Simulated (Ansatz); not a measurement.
# CH4SSn: the cost of one run

Computed with Ansatz 0.2.0 through its Python package. Level of theory: CCSD(T)/def2-SVP.

**1. Starting point**

Bond lengths: C1–Sn2 2.095 Å, Sn2–S3 2.399 Å, C1–H4 1.062 Å, C1–H5 1.109 Å, C1–H6 1.182 Å, S3–H7 1.428 Å. Angles: C1–Sn2–S3 107.4°, Sn2–C1–H4 111.9°, Sn2–C1–H5 113.6°, Sn2–C1–H6 109.8°, H4–C1–H5 107.1°, H4–C1–H6 108.1°, H5–C1–H6 106.0°, Sn2–S3–H7 93.0°.

No structure file is read: the coordinates are typed or built in the script.

**2. The script**

The input, run_tae.py:

```python
# -*- coding: utf-8 -*-
"""Atomisation energy of CH4SSn at the given geometry."""

from collections import Counter

import ansatz

BASIS_SET = "def2-SVP"
LEVEL = "ccsd_t"


def energy_of(molecule, charge=0, unpaired=0):
    calc = molecule.calculation().basis(gaussian=BASIS_SET).correlation(LEVEL)
    if charge:
        calc = calc.charge(charge)
    if unpaired:
        calc = calc.spin("collinear", total=unpaired)
    return calc.run(threads=1).report["free_energy_ev"]

GEOMETRY = """
C    -0.78540    0.66250   -0.31000
Sn    0.10280   -0.07760    1.43740
S     1.42870   -1.97810    0.81830
H    -1.40140   -0.06450   -0.77980
H    -0.05340    1.00850   -1.06730
H    -1.45600    1.60090   -0.05180
H     2.22590   -1.21960   -0.09250
"""


def main():
    ch4ssn = ansatz.Crystal.molecule()
    for line in GEOMETRY.strip().splitlines():
        symbol, *xyz = line.split()
        ch4ssn = ch4ssn.atom(symbol, [float(v) for v in xyz])

    # unpaired electrons of the ground-state atoms
    unpaired = {"C": 2, "Sn": 2, "S": 2, "H": 1}
    counts = Counter(site.symbol for site in ch4ssn.cartesian_sites)
    atom_energy = {s: energy_of(ansatz.Crystal.molecule().atom(s, (0, 0, 0)), 0, unpaired[s]) for s in counts}
    whole = energy_of(ch4ssn, 0, 0)
    for s, e in atom_energy.items():
        print(f"{s:2s} x{counts[s]}  {e:14.5f} eV")
    print(f"CH4SSn: {whole:.5f} eV")
    split = sum(counts[s] * e for s, e in atom_energy.items()) - whole
    print(f"atomisation energy (no zero-point term): {split:.3f} eV, {split / sum(counts.values()):.3f} eV an atom")


if __name__ == "__main__":
    main()
```

**3. The calls as engine input**

The package turns the script's settings into the engine's input (first run):

```yaml
crystal:
  periodic: [false, false, false]
  atoms:
    - { symbol: C, position_ang: [0.0, 0.0, 0.0] }
basis:
  gaussian:
    orbitals: def2-SVP
magnetization:
  spin_polarized: true
  initial_magnetization: 2.0
correlation:
  method: ccsd_t
```

**4. Launch**

On the command line:

```
$ python run_tae.py
```

Q: Estimate wall time and peak memory on 1 thread of Arm Neoverse V1, shared host.

About 6.5 s, with a peak of 0.3 GiB.
